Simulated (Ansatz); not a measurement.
# SnBH4 radical: one structure at several levels

Aim: energy, forces and dipole at a structure displaced at random from a GFN2-xTB minimum, from CCSD(T) and from density functionals.

Program: Ansatz 0.2.0, Gaussian basis. Level of theory: single points in def2-TZVPP. These are calculated values, not measurements.

Cores are frozen in the correlated methods. Filled d shells of the heavier atoms are correlated. Core potentials replace the inner electrons past krypton, and spin-orbit coupling is left out. Orbitals are unrestricted.

## (1) Starting geometry

SMILES `[BH2][SnH2]`, 6 atoms, charge 0, spin multiplicity 2.

Atoms are counted from 1 here; the program's logs count them from 0.

Bond lengths: B1–Sn2 2.114 Å, B1–H3 1.388 Å, B1–H4 1.226 Å, Sn2–H5 1.734 Å, Sn2–H6 1.660 Å. Angles: Sn2–B1–H3 117.3°, Sn2–B1–H4 118.5°, H3–B1–H4 121.0°, B1–Sn2–H5 117.4°, B1–Sn2–H6 121.1°, H5–Sn2–H6 96.2°.

As a file:

```xyz
6

B     0.07070   -1.16300    0.10980
Sn    0.31780    0.93460    0.01870
H    -0.29430   -1.70860    1.33240
H     0.59470   -1.85280   -0.75790
H     0.01960    1.70780   -1.50470
H    -0.63260    1.95000    0.92550
```

## (2) CCSD(T)/def2-TZVPP

run/in.yaml reads:

```yaml
crystal:
  periodic: [false, false, false]
  atoms:
    - {symbol: B, position_ang: [0.070700, -1.163000, 0.109800]}
    - {symbol: Sn, position_ang: [0.317800, 0.934600, 0.018700]}
    - {symbol: H, position_ang: [-0.294300, -1.708600, 1.332400]}
    - {symbol: H, position_ang: [0.594700, -1.852800, -0.757900]}
    - {symbol: H, position_ang: [0.019600, 1.707800, -1.504700]}
    - {symbol: H, position_ang: [-0.632600, 1.950000, 0.925500]}
basis:
  gaussian: {orbitals: def2-TZVPP}
magnetization: {spin_polarized: true, initial_magnetization: 1}
correlation: {method: ccsd_t}
scf: {omitted_lower_state_checks: [cluster_reference]}
output: {forces: true}
```

The command line of these runs was not kept.

## (3) PBE0-D4/def2-TZVPP

run/in.yaml, as its differences from that of step 2:

```diff
@@ -12,4 +12,3 @@
 magnetization: {spin_polarized: true, initial_magnetization: 1}
-correlation: {method: ccsd_t}
-scf: {omitted_lower_state_checks: [cluster_reference]}
-output: {forces: true}
+hamiltonian: {xc: pbe0, dispersion: d4}
+output: {forces: true, orbitals: {seedname: orbitals}}
```

## (4) wB97M-V/def2-TZVPP

run/in.yaml, as its differences from that of step 3:

```diff
@@ -12,3 +12,3 @@
 magnetization: {spin_polarized: true, initial_magnetization: 1}
-hamiltonian: {xc: pbe0, dispersion: d4}
-output: {forces: true, orbitals: {seedname: orbitals}}
+hamiltonian: {xc: {name: wB97M-V}}
+output: {forces: true}
```

## (5) r2SCAN-D4/def2-TZVPP

run/in.yaml, as its differences from that of step 4:

```diff
@@ -12,3 +12,3 @@
 magnetization: {spin_polarized: true, initial_magnetization: 1}
-hamiltonian: {xc: {name: wB97M-V}}
+hamiltonian: {xc: r2scan, dispersion: d4}
 output: {forces: true}
```

## (6) PBE-D4/def2-TZVPP

run/in.yaml, as its differences from that of step 5:

```diff
@@ -12,3 +12,3 @@
 magnetization: {spin_polarized: true, initial_magnetization: 1}
-hamiltonian: {xc: r2scan, dispersion: d4}
+hamiltonian: {xc: pbe, dispersion: d4}
 output: {forces: true}
```

## (7) HSE06-D4/def2-TZVPP

run/in.yaml, as its differences from that of step 6:

```diff
@@ -12,3 +12,3 @@
 magnetization: {spin_polarized: true, initial_magnetization: 1}
-hamiltonian: {xc: pbe, dispersion: d4}
+hamiltonian: {xc: hse06, dispersion: d4}
 output: {forces: true}
```

## (8) LC-wPBE/def2-TZVPP

run/in.yaml, as its differences from that of step 7:

```diff
@@ -12,3 +12,3 @@
 magnetization: {spin_polarized: true, initial_magnetization: 1}
-hamiltonian: {xc: hse06, dispersion: d4}
+hamiltonian: {xc: {name: LC-wPBE}}
 output: {forces: true}
```

(Steps that only read results are left out.)

Before running it: what results should come out? Wanted: energy less free atoms, CCSD(T)/def2-TZVPP; RMS force component; RMS force error; HOMO and LUMO, PBE0-D4; T1 diagnostic.

**Answer**, as computed:

| quantity | value |
| --- | --- |
| energy less free atoms, CCSD(T)/def2-TZVPP | -337.0 kcal/mol |
| RMS force component | 1.068 to 1.166 eV/Å over the methods |
| RMS force error | PBE0-D4 0.091, wB97M-V 0.046, r2SCAN-D4 0.092, PBE-D4 0.190, HSE06-D4 0.092, LC-wPBE 0.081 eV/Å |
| HOMO and LUMO, PBE0-D4 | -6.47 and -3.63 eV |
| T1 diagnostic | 0.020 |

What this shows: Against CCSD(T) the functionals' energies less atoms differ by -11.1 to -4.0 kcal/mol, PBE-D4 by -7.9 kcal/mol. CCSD(T) in triple zeta still lacks some correlation energy of the bonds, so part of these gaps is its own basis error and they don't rank the functionals. On forces the order runs from wB97M-V to PBE-D4. Frozen-core CCSD(T) forces in triple zeta carry basis errors of their own, and this is one geometry, so small gaps rank nothing.
